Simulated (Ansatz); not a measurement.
## BaZrO₃, space group Pm-3m: a band structure, step by step

Computed with Ansatz 0.2.0, Python API.

The cells in order, each with its output:

```python
from pathlib import Path

import ansatz
import numpy as np
from pymatgen.core import Lattice, Structure
from pymatgen.io.ase import AseAtomsAdaptor

pmg_structure = Structure(
    Lattice([(4.19134, 0.0, 0.0), (0.0, 4.19134, 0.0), (0.0, 0.0, 4.19134)]),
    ["Ba", "Zr", "O", "O", "O"],
    [
        (0.0, 0.0, 0.0),
        (0.5, 0.5, 0.5),
        (0.0, 0.5, 0.5),
        (0.5, 0.0, 0.5),
        (0.5, 0.5, 0.0),
    ],
)
structure = ansatz.Crystal.from_ase(AseAtomsAdaptor.get_atoms(pmg_structure))
```

```python
# high-symmetry points in fractions of the reciprocal vectors
path = [
    ("G", (0.0, 0.0, 0.0)),
    ("X", (0.0, 0.5, 0.0)),
    ("M", (0.5, 0.5, 0.0)),
    ("G", (0.0, 0.0, 0.0)),
    ("R", (0.5, 0.5, 0.5)),
    ("X", (0.0, 0.5, 0.0)),
]
calculation = (
    structure.calculation()
    .kpoints(4, 4, 4, center="gamma")
    .occupations(ansatz.OccupationsMethod.FIXED)
    .pseudopotentials("paw")
    .functional("pbe")
    .basis(470)
    .scf(max_iterations=95)
    .band_structure([point for _, point in path], intervals=10)
    .scf(extra_bands=8)
    .density()
    .electron_localization_function()
    .output_files(volumetric_format="npy")
)
res = calculation.run(threads=1)
summary = res.report
```

```python
[(site.symbol, site.position_frac.round(4).tolist()) for site in res.lattice.sites]
```

    [(<Element.BA: 'Ba'>, [0.0, 0.0, 0.0]), (<Element.ZR: 'Zr'>, [0.5, 0.5, 0.5]),
     (<Element.O: 'O'>, [0.0, 0.5, 0.5]), (<Element.O: 'O'>, [0.5, 0.0, 0.5]),
     (<Element.O: 'O'>, [0.5, 0.5, 0.0])]

```python
{key: value for key, value in summary.items() if isinstance(value, (int, float)) and "ev" in key}
```

    {'gap_by_band_count_ev': 3.2338990346056704,
     'fermi_energy_ev': 9.832941914954793,
     'harris_foulkes_ev': -11844.676574564117,
     'free_energy_ev': -11844.676574512436,
     'internal_energy_ev': -11844.676574512436,
     'lagrangian_ev': -11844.676574512436,
     'energy_sigma0_ev': -11844.676574512436,
     'lagrangian_sigma0_ev': -11844.676574512436,
     'entropy_ts_ev': 0.0,
     'loop_fermi_energy_ev': 9.832941914992878,
     'occupations_fermi_energy_ev': 9.832941914954793}

```python
summary["converged"], summary["free_energy_ev"]
```

    (True, -11844.676574512436)

```python
energy = summary["free_energy_ev"]
print("F of the BaZrO3 cell: {:.6f} eV = {:.6f} Ry = {:.6f} Ha".format(energy, energy / 13.605693, energy / 27.211386))
print("Fermi level {:.4f} eV, {} k-points, {} symmetry operations".format(summary["fermi_energy_ev"], summary["n_kpoints"], summary["n_symmetry_ops"]))
```

    F of the BaZrO3 cell: -11844.676575 eV = -870.567679 Ry = -435.283839 Ha
    Fermi level 9.8329 eV, 10 k-points, 48 symmetry operations

```python
# ELF is 0.5 in a uniform gas and nears 1 where pairs localise
folder = Path(res.write_results("elf"))
elf = np.load(folder / "elf.npy")
peak = np.unravel_index(elf.argmax(), elf.shape)
print(f"largest ELF {elf.max():.3f} at grid fractions", np.round(np.array(peak) / elf.shape, 3))
for level in (0.2, 0.5, 0.7, 0.8, 0.9):
    print(f"share of the cell with ELF over {level}: {np.mean(elf > level):.3f}")
```

    largest ELF 0.883 at grid fractions [0.967 0.033 0.8  ]
    share of the cell with ELF over 0.2: 0.525
    share of the cell with ELF over 0.5: 0.334
    share of the cell with ELF over 0.7: 0.218
    share of the cell with ELF over 0.8: 0.115
    share of the cell with ELF over 0.9: 0.000

```python
bands = res.band_structure()
fermi = bands.fermi_energy_ev
print(f"zero of the bands: {fermi:.3f} eV, the Fermi level found on the SCF mesh")
for spin, channel in enumerate(bands.channels):
    print("channel", spin, "- computed levels within 8 eV of the Fermi level")
    for i, (label, _) in enumerate(path):
        levels = channel.eigenvalues_ev[i * 10] - fermi
        print(f"  {label:3s}", " ".join(f"{e:7.3f}" for e in levels if abs(e) < 8))
```

    zero of the bands: 9.833 eV, the Fermi level found on the SCF mesh
    channel 0 - computed levels within 8 eV of the Fermi level
      G    -1.428  -1.428  -1.428  -0.999  -0.999  -0.999  -0.196  -0.196  -0.196   3.234   3.234   3.234   4.749   4.749   5.979   7.471   7.471
      X    -3.627  -1.871  -1.871  -1.749  -1.721  -1.721  -1.638  -0.426  -0.426   3.600   5.715   5.715   6.515   6.771   7.404   7.452
      M    -3.723  -3.716  -3.623  -2.363  -2.363  -0.903  -0.903  -0.768  -0.048   5.707   5.707   6.511   6.576   7.753
      G    -1.428  -1.428  -1.428  -0.999  -0.999  -0.999  -0.196  -0.196  -0.196   3.234   3.234   3.234   4.749   4.749   5.979   7.471   7.471
      R    -3.708  -3.708  -3.466  -2.494  -2.494  -2.494   0.000   0.000   0.000   6.068   6.068   6.068   6.993   6.993   6.993
      X    -3.627  -1.871  -1.871  -1.749  -1.721  -1.721  -1.638  -0.426  -0.426   3.600   5.715   5.715   6.515   6.771   7.404   7.452

Reading the output:
- Absolute energies stand on the zero of these potentials, so only differences at equal settings mean something. A total without «per atom» is that of the whole cell that was run.
- Spin is left out of this run.
- Semilocal gaps usually lie well under measured ones.
- With fixed filling the reported Fermi level is the top filled level among the k-points of the SCF.
- The zero of the levels is a convention of the potentials, so an absolute Fermi energy is no work function.
- Densities and potentials on the grid are those of the valence electrons, and inside the cores they hang on the potentials used.
- The structure is a deposited one; some such entries were measured under pressure or heat, so a shift against it needn't be the functional's error alone.
- Gaps and levels are Kohn-Sham values on a finite set of k-points, without spin-orbit coupling.
- It ran for 2.8 s on 1 thread of Intel(R) Xeon(R) 6975P-C (Granite Rapids), on a shared host, peak memory 0.48 GiB.
